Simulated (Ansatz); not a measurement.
I need a rigid torsion scan of BH4NO2, SMILES NB(O)O. Use Ansatz 0.2.0, Python API. Settings (for the species named): Hartree-Fock, def2-SVP basis, multiplicity 1.

```xyz
8

N    -0.5184    1.0524   -0.3139
B     0.1776   -0.2080   -0.0773
O     1.6064   -0.1999   -0.0010
O    -0.4787   -1.4501    0.0631
H    -1.5873    0.8755   -0.3371
H    -0.3815    1.7323    0.4935
H     1.9742   -0.3438   -0.9133
H    -0.7003   -1.5157    1.0303
```

The script, `torsion_bh4no2.py`:
```python
"""Energy of BH4NO2 as one group turns about a bond."""

import warnings

import ansatz
from ase import Atoms

warnings.simplefilter("ignore", ansatz.DeckWarning)

atoms = Atoms(["N", "B", "O", "O", "H", "H", "H", "H"], positions=[
    [-0.5184, 1.0524, -0.3139],
    [0.1776, -0.208, -0.0773],
    [1.6064, -0.1999, -0.001],
    [-0.4787, -1.4501, 0.0631],
    [-1.5873, 0.8755, -0.3371],
    [-0.3815, 1.7323, 0.4935],
    [1.9742, -0.3438, -0.9133],
    [-0.7003, -1.5157, 1.0303],
])

# start the scan from a relaxed geometry
first = ansatz.Crystal.molecule_from_ase(atoms).calculation()
first = first.basis(gaussian="def2-SVP")
first = first.functional("hf")
first = first.relax(force_tolerance=0.02, max_steps=80)
atoms.positions = first.run().report["positions_ang"]

start = atoms.get_dihedral(0, 1, 3, 7)
energies = {}
for turn in range(0, 360, 40):
    turned = atoms.copy()
    turned.set_dihedral(0, 1, 3, 7, start + turn, indices=[3, 7])
    calc = ansatz.Crystal.molecule_from_ase(turned).calculation()
    calc = calc.basis(gaussian="def2-SVP").functional("hf")
    energies[round((start + turn) % 360)] = calc.run().report["free_energy_ev"]
floor = min(energies.values())
print("dihedral N0-B1-O3-H7 (deg)   E - E(min) (kJ/mol)")
for angle, e in sorted(energies.items()):
    print(f"{angle:8d} {96.485332 * (e - floor):14.3f}  " + "#" * int(30 * (e - floor) / max(max(energies.values()) - floor, 1e-9)))
```

```console
$ python torsion_bh4no2.py
dihedral N0-B1-O3-H7 (deg)   E - E(min) (kJ/mol)
      21          0.448
      61         13.657  ######################
     101         18.178  ##############################
     141          7.498  ############
     181          0.675  #
     221          7.806  ############
     261         18.162  #############################
     301         12.878  #####################
     341          0.000
```

Notes:
- The settings weren't tested for convergence.
- The scan is rigid and the energies are electronic, in a modest basis. With rigid groups the curve can differ much from the relaxed path, the start wasn't checked as a minimum of this torsion, and equivalent turns needn't return to the same energy.
- The whole script took 12 s on 1 thread of Intel(R) Xeon(R) Processor @ 2.30GHz, on a shared host, peak memory 0.25 GiB.
